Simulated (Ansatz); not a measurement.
# Be3F2: the cost of one run

Method: DFT PBE, scalar-relativistic, plane waves, PAW, in Ansatz 0.2.0.

### Step 1. The system as given

Symmetry: P6/mmm, No. 191, hexagonal system. Conventional cell: a = 5.890 Å, b = 5.890 Å, c = 2.605 Å, α = 90.00°, β = 90.00°, γ = 120.00°. Around Be (site symmetry mmm) lie 2 F at 1.70 Å. F (site symmetry -6m2) is surrounded by 3 Be at 1.70 Å.

As a file:

```
Be F
1.0
     5.88998    0.00000    0.00000
    -2.94499    5.10087    0.00000
     0.00000    0.00000    2.60488
Be F
3 2
Direct
  0.50000 0.00000 0.00000
  0.00000 0.50000 0.00000
  0.50000 0.50000 0.00000
  0.33333 0.66667 0.00000
  0.66667 0.33333 0.00000
```

The cell was relaxed beforehand at this level, from a generated guess; it needn't be the stable form of this composition. At a tolerance of 0.05 Å it has space group P6/mmm (No. 191); it has 15.65 Å³/atom, an uncorrected energy of -0.14 eV/atom over the elements.

### Step 2. Electronic structure at the relaxed geometry

File input.yaml:

```yaml
crystal:
  lattice:
    - [5.8899800999, 0.0, 0.0]
    - [-2.9449900499, 5.1008723943, 0.0]
    - [0.0, 0.0, 2.6048752427]
  atoms:
    - { symbol: Be, position: [0.5, 0.0, 0.0] }
    - { symbol: Be, position: [0.0, 0.5, 0.0] }
    - { symbol: Be, position: [0.5, 0.5, 0.0] }
    - { symbol: F, position: [0.3333333333, 0.6666666667, 0.0] }
    - { symbol: F, position: [0.6666666667, 0.3333333333, 0.0] }
basis:
  ecutwfc: 420
kpoints:
  mp_grid: { grid: [6, 6, 14] }
  band_path:
    path:
      - [[0.0, 0.0, 0.0], [0.5, 0.0, 0.0], [0.33333333, 0.33333333, 0.0], [0.0, 0.0, 0.0], [0.0, 0.0, 0.5], [0.5, 0.0, 0.5], [0.33333333, 0.33333333, 0.5], [0.0, 0.0, 0.5]]
      - [[0.5, 0.0, 0.5], [0.5, 0.0, 0.0]]
      - [[0.33333333, 0.33333333, 0.5], [0.33333333, 0.33333333, 0.0]]
    npoints: 14
hamiltonian:
  xc: pbe
scf:
  occupations: { method: gaussian, width: 0.1 }
  n_extra_bands: 12
output:
  forces: true
  stress: true
  eigenvalues: true
  populations: true
  dos: { projected: true, de: 0.02, nscf_kmesh: { grid: [8, 8, 17] } }
  bader: true
  write_density: true
  write_potential: true
  elf: true
  volumetric_format: npy
```

Command:

```bash
$ ansatz run input.yaml --threads 1 --pin off --max-ram 2560MiB --backend cpu --events-out ev --progress --plain --runs-dir out
```

**Question.** How long does this run take on 1 thread of Arm Neoverse V2, shared host, and how much memory does it need?

About 51 s, with a peak of 0.39 GiB.
